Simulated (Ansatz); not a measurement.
# BSiN2H5 (SMILES N[SiH]1BN1): HF/STO-3G

What is the vertical ionisation energy of BSiN2H5 at HF/STO-3G? 

Program for the calculation: Ansatz 0.2.0.

61 further runs of the same task are left out: 61 set aside as unsound or not needed.

## 1. The system as given

The species is BSiN2H5 (9 atoms), meant as a singlet with charge 0. SMILES: `N[SiH]1BN1`. The shape is that of a PBE0-D4/def2-TZVP optimisation. This is one conformer, not always the lowest.

Bond lengths: N1–Si2 1.702 Å, Si2–B3 1.914 Å, Si2–N4 1.755 Å, B3–N4 1.389 Å, N1–H5 1.006 Å, N1–H6 1.005 Å, Si2–H7 1.482 Å, B3–H8 1.190 Å, N4–H9 1.011 Å. Some angles: N1–Si2–B3 127.2°, N1–Si2–N4 121.8°, B3–Si2–N4 44.2°, Si2–B3–N4 61.8°, Si2–N4–B3 74.0°, N1–Si2–H7 105.5°, B3–Si2–H7 127.1°, N4–Si2–H7 113.4°, Si2–N1–H5 122.6°, Si2–N1–H6 123.2°.

## 2. A single-point energy at HF/STO-3G

File in.yaml:

```yaml
crystal:
  periodic: [false, false, false]
  atoms:
    - {symbol: N, position_ang: [-0.637800, 1.588100, 0.218200]}
    - {symbol: Si, position_ang: [0.258900, 0.175500, 0.530500]}
    - {symbol: B, position_ang: [-0.233900, -1.625800, 0.110200]}
    - {symbol: N, position_ang: [0.650500, -0.971600, -0.738400]}
    - {symbol: H, position_ang: [-0.221300, 2.503300, 0.212900]}
    - {symbol: H, position_ang: [-1.561800, 1.577300, -0.177300]}
    - {symbol: H, position_ang: [1.441200, 0.620900, 1.305200]}
    - {symbol: H, position_ang: [-0.741300, -2.702400, 0.114400]}
    - {symbol: H, position_ang: [1.134000, -1.211600, -1.592900]}
basis:
  gaussian:
    orbitals: STO-3G
magnetization:
  spin_polarized: false
  initial_magnetization: 0
hamiltonian:
  xc: hf
accuracy: high
output: {orbitals: {seedname: orbitals}}
```

Command:

```sh
$ ansatz run in.yaml --threads 1 --pin off --max-ram 3480MiB --events-out events.jsonl --progress --plain --runs-dir runs
```

The program printed:

```text
Warning: RAYON_NUM_THREADS=1 ignored (pool sized by the plan → 1); use --threads N
Functional definition: HF
  name "HF"
  exchange = exact_x
  correlation = 0
596 factors; integrals over basis functions are off by at most 6.9e-9 eV
mean field evaluation 1: about -11436.7937 eV, gradient 2.1e1 eV
mean field evaluation 2: about -11436.8759 eV, gradient 2.1e1 eV
mean field evaluation 4: about -11438.4814 eV, gradient 2.1e0 eV
mean field evaluation 8: about -11438.5007 eV, gradient 2.3e-2 eV
mean field -11438.50072898 eV, -420.3571484956 hartree, gradient 1.2e-8 eV, S^2 0.000000; 0 other end points of the search recorded, 0 dependent functions left out
reference -11438.50072898 eV, -420.3571484956 hartree; 19, 19 occupied and 10, 10 virtual orbitals, 596 factors
Total energy: -11438.50072898 eV, -420.3571484956 hartree
```

Run time: 0.26 s. Hardware: 1 thread of Arm Neoverse V1, shared host.

## 3. The doublet cation at the same level

File molecule.yaml:

```yaml
basis:
  gaussian: {orbitals: STO-3G}
crystal:
  periodic: [false, false, false]
  atoms:
    - {symbol: N, position_ang: [-0.637800, 1.588100, 0.218200]}
    - {symbol: Si, position_ang: [0.258900, 0.175500, 0.530500]}
    - {symbol: B, position_ang: [-0.233900, -1.625800, 0.110200]}
    - {symbol: "N", position_ang: [0.650500, -0.971600, -0.738400]}
    - {symbol: H, position_ang: [-0.221300, 2.503300, 0.212900]}
    - {symbol: H, position_ang: [-1.561800, 1.577300, -0.177300]}
    - {symbol: H, position_ang: [1.441200, 0.620900, 1.305200]}
    - {symbol: H, position_ang: [-0.741300, -2.702400, 0.114400]}
    - {symbol: H, position_ang: [1.134000, -1.211600, -1.592900]}
total_charge: 1
magnetization: {spin_polarized: true, initial_magnetization: 1}
hamiltonian: {xc: hf}
accuracy: high
output: {orbitals: {seedname: orbitals}}
```

Command:

```sh
$ ansatz run molecule.yaml --threads 1 --pin off --max-ram 3480MiB --events-out events.jsonl --progress --plain --runs-dir runs
```

The program printed:

```text
Warning: RAYON_NUM_THREADS=1 ignored (pool sized by the plan → 1); use --threads N
[... 4 set-up lines as earlier in the session ...]
596 factors; integrals over basis functions are off by at most 6.9e-9 eV
mean field evaluation 1: about -11428.6135 eV, gradient 2.3e1 eV
mean field evaluation 2: about -11428.6790 eV, gradient 2.3e1 eV
mean field evaluation 4: about -11432.1829 eV, gradient 1.9e0 eV
mean field evaluation 8: about -11432.3212 eV, gradient 7.7e-1 eV
mean field evaluation 16: about -11432.8610 eV, gradient 4.5e-5 eV
mean field evaluation 32: about -11432.2745 eV, gradient 6.4e-1 eV
mean field evaluation 64: about -11432.1197 eV, gradient 1.9e0 eV
mean field -11432.86098961 eV, -420.1498918966 hartree, gradient 2.8e-8 eV, S^2 0.780237; 3 other end points of the search recorded, 0 dependent functions left out
reference -11432.86098961 eV, -420.1498918966 hartree; 19, 18 occupied and 10, 11 virtual orbitals, 596 factors
Total energy: -11432.86098961 eV, -420.1498918966 hartree
```

Run time: 0.6 s. Hardware: 1 thread of Arm Neoverse V1, shared host.

## 4. Summary of results

At HF/STO-3G:

```
                                          quantity          value
                     singlet BSiN2H5: total energy  -420.35715 Eh
                      singlet BSiN2H5: HOMO energy       -6.89 eV
                      singlet BSiN2H5: LUMO energy        9.33 eV
                    singlet BSiN2H5: HOMO–LUMO gap       16.22 eV
                      doublet cation: total energy  -420.14989 Eh
doublet cation: HOMO energy (highest over α and β)      -13.56 eV
 doublet cation: LUMO energy (lowest over α and β)       -3.51 eV
                              doublet cation: ⟨S²⟩          0.780
vertical ionisation energy (to the doublet cation)       5.640 eV
```

**Reading.** Removing an electron at fixed nuclei costs 5.64 eV (544 kJ/mol). The negative HOMO energy of the first species, 6.89 eV, lies 1.25 eV above that difference. In a minimal basis such a difference can be off by several eV, whatever the method.
